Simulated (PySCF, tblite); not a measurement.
# C₆H₈N₃ radical: geometry, infrared bands and EPR parameters

Aim: predict the infrared bands and EPR parameters of C₆H₈N₃ radical (`C/N=C\[CH]n1ccnc1`).

Programs: tblite 0.8.0 and PySCF 2.14.0, with density-fitted response routines of our own. Each step states its level of theory. These are calculated values for one molecule in the gas phase, unless marked as measured. Atoms are numbered from 0 throughout.

## (1) Starting geometry

17 atoms, charge 0, multiplicity 2; geometry from: force field or distance geometry start.

Bonds of the start (Å): C0–N1 1.43, N1–C2 1.27, C2–C3 1.46, C3–N4 1.47, N4–C5 1.35, C5–C6 1.37, C6–N7 1.36, N7–C8 1.35, C8–N4 1.36, C0–H9 1.09, C0–H10 1.12, C0–H11 1.13, C2–H12 1.09, C3–H13 1.09, C5–H14 1.06, C6–H15 1.09, C8–H16 1.09.

## (2) Geometry optimisation with GFN2-xTB

What the job is given:

```
{"job": {"kind": "relax", "xc": "GFN2-xTB", "basis": "xTB"}, "charge": 0, "multiplicity": 2}
C      2.962400     0.621600     0.059000
N      2.033100     0.449900    -1.011400
C      0.930600    -0.122400    -0.741500
C      0.505800    -0.596100     0.576300
N     -0.949000    -0.378300     0.636600
C     -1.931400    -1.207300     0.233800
C     -3.123500    -0.571800     0.460600
N     -2.849200     0.649000     1.002800
C     -1.505400     0.769200     1.104000
H      2.853200    -0.024600     0.927600
H      3.972100     0.450000    -0.394500
H      2.928600     1.720100     0.308400
H      0.225900    -0.244900    -1.568700
H      0.888500    -0.045000     1.438100
H     -1.842400    -2.180000    -0.180700
H     -4.140900    -0.910400     0.294700
H     -0.965300     1.632900     1.494700
```

Launch:

```sh
> OMP_NUM_THREADS=1 python probes_run.py task.json out
```

One launch serves the whole session: the jobs run in the order shown.

**Question.** This job is followed by: GFN2-xTB harmonic vibrations, gas phase; UKS B3LYP, pcH-1 on C H N, non-relativistic, mean-field spin-orbit, GIAO. What will the session give for the following? strongest single infrared mode (GFN2-xTB); zero-point energy (GFN2-xTB); g(iso) (B3LYP); ⟨S²⟩; largest a(iso) (averaged by class); potential on the surface of density 0.002 e/bohr³, 1st and 99th percentile.

As calculated:

```
                                                                  quantity                  value
                                 strongest single infrared mode (GFN2-xTB)  1508 cm⁻¹, 129 km/mol
                                              zero-point energy (GFN2-xTB)          82.5 kcal/mol
                                                            g(iso) (B3LYP)                2.00344
                                                                      ⟨S²⟩     0.771 (exact 0.75)
                                        largest a(iso) (averaged by class)    13C on C3, 50.4 MHz
potential on the surface of density 0.002 e/bohr³, 1st and 99th percentile     -1.77 V and 1.67 V
```

What this shows: The optimisation took 113 steps and gained 1.178 eV; among the close pairs (by a distance rule), C3–N4 changed most, from 1.472 to 1.360 Å. The lowest mode is slightly imaginary (17i cm⁻¹), a soft motion within the noise of the Hessian, so the minimum is not strictly shown. The strongest single mode, at 1508 cm⁻¹, is carried by N1, C2, N4. GFN2-xTB is a fitted tight-binding method: band positions and strengths are rough. Its intensities can rank the bands wrongly. The largest spin populations lie on C3 (0.60 e), N1 (0.45 e). The isotropic g lies 1.1 ppt above the free-electron value. These values are for one conformer; the search (at its own cheap level) found 2 more, at 0.13, 0.29 kcal/mol, and measured spectra average over such forms.
